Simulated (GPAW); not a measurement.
Crystal: HPbNO4.

```
H Pb N O
1.0
     3.85707    0.00178   -0.03658
     0.17353    4.33436   -0.01647
     0.75803    0.83873    5.87662
H Pb N O
1 1 1 4
Direct
  0.61511 0.89559 0.19844
  0.64597 0.44651 0.91685
  0.71474 0.23810 0.50058
  0.16958 0.47007 0.77768
  0.62919 0.97045 0.49845
  0.56424 0.92583 0.03849
  0.78022 0.42250 0.31951
```

The cell was built by a generator and needn't be a form met in nature.

| Property | Result |
| --- | --- |
| Program | GPAW 26.7.0 |
| Task | relaxation of cell and atoms |
| Functional | PBE |
| Dispersion | D4 |
| Potentials or basis | GPAW PAW data sets (gpaw-data 1.2.1) |
| Cutoff | 800 eV |
| Basis | pw |
| k mesh | 4 × 3 × 3 |
| Occupations | fermi-dirac, width 0.05 eV |
| Spin | no spin polarisation |

At the start: pressure -2.0 GPa; volume 14.06 Å³/atom.

**Question.** How do energy, volume and symmetry change on relaxing?

**Answer.** Over 52 steps the energy falls by 8.1 meV/atom and the volume is 12.61 Å³/atom (-10.3 %); space group P1 (No. 1, to 0.05 Å).

The path:
```
step  energy change (eV)  largest force (eV/Å)  pressure (GPa)  volume (Å³)
   1              0.0000                0.1093           -2.00        98.41
   3             -0.0102                0.2132           -1.48        97.20
   5             -0.0164                0.2344           -0.52        95.65
   7             -0.0203                0.1819           -0.06        94.75
   9             -0.0235                0.1288            0.01        94.06
  11             -0.0256                0.1590           -0.01        93.58
  13             -0.0288                0.2013            0.04        92.72
  15             -0.0306                0.0800            0.10        92.31
  17             -0.0322                0.1418            0.09        92.23
  19             -0.0367                0.2436            0.02        91.53
  21             -0.0396                0.1221            0.00        90.81
  23             -0.0419                0.1601           -0.02        90.66
  25             -0.0445                0.1261           -0.07        90.23
  27             -0.0458                0.1025           -0.02        89.81
  29             -0.0473                0.1048            0.02        89.46
  31             -0.0489                0.1287           -0.02        89.31
  33             -0.0506                0.1470           -0.06        89.13
  35             -0.0518                0.0572           -0.03        88.91
  37             -0.0525                0.0840            0.00        88.80
  39             -0.0536                0.0813            0.03        88.62
  41             -0.0542                0.0468            0.02        88.56
  43             -0.0547                0.0848            0.00        88.51
  45             -0.0560                0.1029           -0.03        88.37
  47             -0.0566                0.0276           -0.02        88.35
  49             -0.0567                0.0351           -0.01        88.35
  51             -0.0569                0.0314           -0.01        88.27
  52             -0.0570                0.0165           -0.01        88.24
```

Final structure:
```yaml
crystal:
  lattice:
    - [3.74167, 0.15551, 0.07762]
    - [0.34035, 4.17710, 0.04933]
    - [0.93741, 0.91902, 5.69335]
  atoms:
    - { symbol: H, position: [0.57615, 0.89462, 0.21716] }
    - { symbol: Pb, position: [0.63464, 0.45422, 0.91587] }
    - { symbol: N, position: [0.75857, 0.21262, 0.49643] }
    - { symbol: O, position: [0.16946, 0.51940, 0.76204] }
    - { symbol: O, position: [0.63574, 0.95278, 0.50083] }
    - { symbol: O, position: [0.50952, 0.93492, 0.05664] }
    - { symbol: O, position: [0.83664, 0.39985, 0.30270] }
```

Caveat: the k mesh is coarse (spacing up to 0.49 Å⁻¹), so the values aren't converged; later steps reuse the first step's grids.
